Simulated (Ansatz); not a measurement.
# Ba2Tl5V3O12 (C2) in Ansatz: a series of runs, part 2 of 2

Ansatz 0.2.0. Earlier steps stand in the parts before.

### 3 Born charges and dielectric tensor, PBE, collinear spin, ferromagnetic start

The input, input.yaml:

```yaml
crystal:
  lattice:
    - [6.49009, -6.67692, 0.0]
    - [6.49009, 6.67692, 0.0]
    - [-2.00957, 0.0, 5.7376]
  atoms:
    - { symbol: Ba, position: [0.47917, 0.52083, 0.0] }
    - { symbol: Ba, position: [0.79264, 0.20736, 0.0] }
    - { symbol: V, position: [0.65694, 0.94605, 0.25735], spin: 2.0 }
    - { symbol: V, position: [0.05395, 0.34306, 0.74265], spin: 2.0 }
    - { symbol: V, position: [0.57442, 0.42558, 0.5], spin: 2.0 }
    - { symbol: Tl, position: [0.49835, 0.85629, 0.63726] }
    - { symbol: Tl, position: [0.14371, 0.50165, 0.36274] }
    - { symbol: Tl, position: [0.01508, 0.98492, 0.5] }
    - { symbol: Tl, position: [0.30964, 0.12677, 0.21892] }
    - { symbol: Tl, position: [0.87323, 0.69036, 0.78108] }
    - { symbol: O, position: [0.0039, 0.26325, 0.44275] }
    - { symbol: O, position: [0.59719, 0.60676, 0.67706] }
    - { symbol: O, position: [0.91333, 0.4282, 0.84635] }
    - { symbol: O, position: [0.52536, 0.79943, 0.20594] }
    - { symbol: O, position: [0.68766, 0.41628, 0.31356] }
    - { symbol: O, position: [0.09251, 0.20316, 0.88601] }
    - { symbol: O, position: [0.58372, 0.31234, 0.68644] }
    - { symbol: O, position: [0.79684, 0.90749, 0.11399] }
    - { symbol: O, position: [0.5718, 0.08667, 0.15365] }
    - { symbol: O, position: [0.20057, 0.47464, 0.79406] }
    - { symbol: O, position: [0.73675, 0.9961, 0.55725] }
    - { symbol: O, position: [0.39324, 0.40281, 0.32294] }
hamiltonian:
  xc: pbe
  pseudopotentials: { kind: paw }
magnetization:
  spin_polarized: true
kpoints:
  mp_grid: { grid: [2, 2, 4] }
scf:
  occupations: { method: gaussian, width: 0.01 }
output:
  eigenvalues: true
dielectric:
  method: response
```

Potentials or basis: Ansatz PAW.

Launch:

```console
> ansatz run input.yaml --threads 8 --pin off --max-ram 20480MiB --backend cpu --events-out ev --progress --plain --runs-dir out
```

The log of the run:

```text
Warning: RAYON_NUM_THREADS=8 ignored (pool sized by the plan → 8); use --threads N
Engine: ansatz 0.2.0, x86_64-unknown-linux-gnu
Pseudopotentials: kind: paw
Pseudopotential: Ba, paw, valence charge 10, recommended cutoff 420 eV (normal), Ba.paw.azcp
Pseudopotential: V, paw, valence charge 13, recommended cutoff 420 eV (normal), V.paw.azcp
Pseudopotential: Tl, paw, valence charge 13, recommended cutoff 420 eV (normal), Tl.paw.azcp
Pseudopotential: O, paw, valence charge 6, recommended cutoff 420 eV (normal), O.paw.azcp
Functional definition: PBE
  parameter kappa = 0.804
  parameter beta = 0.06672455060314922
  exchange = pbe_x(kappa = kappa, mu = beta*pi^2/3)
  correlation = pbe_c(beta = beta)
Crystal: 22 atoms, lattice volume = 497.264 Å³
Basis set: ecut = 420 eV, 9759 PW (Γ), exchange–correlation on 128×128×90 points (8 copies of the dense FFT grid, shifted against one another)
Bands: 123, of which v1, the nominal top of the filled ones, is band 98 counted from 1 (97 counted from 0)
Symmetry: 2 space group operations
Space group: C2 (ITA 5), of the structure as read, at distance tolerance 7.9e-5 Å
Magnetic group: BNS 5.13 (UNI 20), of the structure as read, at distance tolerance 7.9e-5 Å
k-points: 9 of 16 (time reversal used)
Non-local potential: Ba, projectors of the file, l = 0: 3, l = 1: 2, l = 2: 2, l = 3: 2
Non-local potential: V, projectors of the file, l = 0: 3, l = 1: 2, l = 2: 3, l = 3: 1
Non-local potential: Tl, projectors of the file, l = 0: 2, l = 1: 2, l = 2: 2, l = 3: 1
[... 79 lines left out ...]
       -0.102409     0.000000     3.709498
  Born effective charges Z* (e; rows j = field, columns β = displacement):
    site 0:
         2.87347    0.00000   -0.00504
        -0.00000    2.10654   -0.00000
        -0.19358    0.00000    3.24180
    site 1:
         3.06713    0.00000   -0.51565
        -0.00000    2.32172   -0.00000
        -0.29767    0.00000    3.46353
    site 2:
         2.87177   -0.04730   -0.28861
         0.37033    3.03305   -0.61550
        -0.55204   -0.40412    2.91633
    site 3:
         2.87177    0.04730   -0.28861
        -0.37033    3.03305    0.61550
        -0.55204    0.40412    2.91633
    site 4:
[... 56 lines left out ...]
        -1.40004   -0.07674    0.33940
        -0.34214   -3.32517    0.53425
         0.41607    0.51555   -1.25869
    site 19:
        -3.16814    0.58403   -0.33387
         0.46361   -0.79886    0.25951
         0.08454    0.34869   -1.59082
    site 20:
        -1.66029    0.40303   -0.05115
         0.26938   -1.05740    0.39724
        -0.23100    0.13168   -3.02471
    site 21:
        -2.56057    1.19495   -1.09351
         0.59995   -2.16264    0.61335
        -0.63746    0.69103   -1.66339
  Z* charge neutrality: 6.483e-2 e pre-enforcement
  solved inside a basis spanned on kpoints, on 4×4×6 k-points, taken by the longest dipole's decay: ε∞ is read to err by 2.2e-2, Z* by 8.9e-2 e (field_mesh: kpoints solves on kpoints); Z* is corrected for what the basis lacks
```

Run time: 10 min. Hardware: 8 threads of Intel Xeon Platinum 8259CL at 2.50GHz (Skylake/Cascade Lake), shared host; peak memory 6.8 GiB.

Results:

| Quantity | Value |
| --- | --- |
| Free energy | -84681.4260 eV |
| Band gap on the k mesh | 2.91 eV, indirect (least direct gap 2.95 eV) |
| Net moment | 0.00 μB per cell |
| Absolute moment | 0.00 μB per cell |
| Electronic dielectric tensor (diagonal) | 3.93, 3.78, 3.71 |
| Born charges (mean of the diagonal) | Ba +2.74, +2.95; V +2.94, +3.33; Tl +1.66, +1.62, +1.68; O -1.91, -2.13, -1.99, -1.85, -1.74, -1.97 e |

Levels at points of the mesh, in eV from the valence-band top:
Spin up:
```tsv
k point	band 94	band 95	band 96	band 97	band 98	band 99	band 100	band 101	band 102	band 103
(0.00, 0.00, 0.00)	-0.41	-0.30	-0.19	-0.07	-0.04	2.91	3.52	3.68	3.69	3.81
(0.00, 0.00, -0.50)	-0.35	-0.24	-0.24	-0.14	-0.06	3.22	3.37	3.46	3.59	3.74
(0.00, -0.50, 0.00)	-0.44	-0.29	-0.22	-0.08	0.00	3.24	3.41	3.58	3.70	3.78
(0.00, -0.50, -0.50)	-0.33	-0.23	-0.21	-0.14	-0.05	3.28	3.33	3.43	3.51	3.72
(-0.50, 0.00, 0.00)	-0.44	-0.29	-0.22	-0.08	0.00	3.24	3.41	3.58	3.70	3.78
(-0.50, 0.00, -0.50)	-0.33	-0.23	-0.21	-0.14	-0.05	3.28	3.33	3.43	3.51	3.72
(-0.50, -0.50, 0.00)	-0.36	-0.28	-0.22	-0.17	-0.01	3.29	3.44	3.54	3.61	3.67
(-0.50, -0.50, -0.50)	-0.35	-0.24	-0.15	-0.12	-0.04	3.25	3.28	3.55	3.60	3.71
```
Spin down:
```tsv
k point	band 94	band 95	band 96	band 97	band 98	band 99	band 100	band 101	band 102	band 103
(0.00, 0.00, 0.00)	-0.41	-0.30	-0.19	-0.07	-0.04	2.91	3.52	3.68	3.69	3.81
(0.00, 0.00, -0.50)	-0.35	-0.24	-0.24	-0.14	-0.06	3.22	3.37	3.46	3.59	3.74
(0.00, -0.50, 0.00)	-0.44	-0.29	-0.22	-0.08	0.00	3.24	3.41	3.58	3.70	3.78
(0.00, -0.50, -0.50)	-0.33	-0.23	-0.21	-0.14	-0.05	3.28	3.33	3.43	3.51	3.72
(-0.50, 0.00, 0.00)	-0.44	-0.29	-0.22	-0.08	0.00	3.24	3.41	3.58	3.70	3.78
(-0.50, 0.00, -0.50)	-0.33	-0.23	-0.21	-0.14	-0.05	3.28	3.33	3.43	3.51	3.72
(-0.50, -0.50, 0.00)	-0.36	-0.28	-0.22	-0.17	-0.01	3.29	3.44	3.54	3.61	3.67
(-0.50, -0.50, -0.50)	-0.35	-0.24	-0.15	-0.12	-0.04	3.25	3.28	3.55	3.60	3.71
```

Electronic dielectric tensor:
```
 3.93  0.00 -0.10
 0.00  3.78  0.00
-0.10  0.00  3.71
```

Born effective charge tensors (e):
atom 1, Ba
```
 2.87  0.00 -0.01
 0.00  2.11  0.00
-0.19  0.00  3.24
```
atom 2, Ba
```
 3.07  0.00 -0.52
 0.00  2.32  0.00
-0.30  0.00  3.46
```
atom 3, V
```
 2.87 -0.05 -0.29
 0.37  3.03 -0.62
-0.55 -0.40  2.92
```
atom 4, V
```
 2.87  0.05 -0.29
-0.37  3.03  0.62
-0.55  0.40  2.92
```
atom 5, V
```
 3.61  0.00  1.00
 0.00  2.75  0.00
-0.16  0.00  3.63
```
atom 6, Tl
```
 1.54  0.38 -0.62
 0.32  1.49  0.11
-0.47  0.17  1.94
```
atom 7, Tl
```
 1.54 -0.38 -0.62
-0.32  1.49 -0.11
-0.47 -0.17  1.94
```
atom 8, Tl
```
2.06 0.00 0.75
0.00 1.41 0.00
0.68 0.00 1.41
```
atom 9, Tl
```
 1.59 -0.06  0.30
-0.46  2.37 -0.24
 0.37 -0.16  1.09
```
atom 10, Tl
```
1.59 0.06 0.30
0.46 2.37 0.24
0.37 0.16 1.09
```
atom 11, O
```
-1.66 -0.40 -0.05
-0.27 -1.06 -0.40
-0.23 -0.13 -3.02
```
atom 12, O
```
-2.56 -1.20 -1.09
-0.60 -2.16 -0.61
-0.64 -0.69 -1.66
```
atom 13, O
```
-1.40  0.08  0.34
 0.34 -3.33 -0.53
 0.42 -0.52 -1.26
```
atom 14, O
```
-3.17 -0.58 -0.33
-0.46 -0.80 -0.26
 0.08 -0.35 -1.59
```
atom 15, O
```
-1.42  0.58  0.76
 0.62 -1.64 -0.73
 0.75 -0.57 -2.17
```
atom 16, O
```
-1.60 -0.94  0.37
-0.75 -2.20  0.98
 0.26  0.77 -2.11
```
atom 17, O
```
-1.42 -0.58  0.76
-0.62 -1.64  0.73
 0.75  0.57 -2.17
```
atom 18, O
```
-1.60  0.94  0.37
 0.75 -2.20 -0.98
 0.26 -0.77 -2.11
```
atom 19, O
```
-1.40 -0.08  0.34
-0.34 -3.33  0.53
 0.42  0.52 -1.26
```
atom 20, O
```
-3.17  0.58 -0.33
 0.46 -0.80  0.26
 0.08  0.35 -1.59
```
atom 21, O
```
-1.66  0.40 -0.05
 0.27 -1.06  0.40
-0.23  0.13 -3.02
```
atom 22, O
```
-2.56  1.20 -1.09
 0.60 -2.16  0.61
-0.64  0.69 -1.66
```

Caveat: spin-orbit coupling is left out, which as a rule narrows the gap of such compounds by several tenths of an eV. PBE gaps usually lie below the measured ones, often by a third to a half.
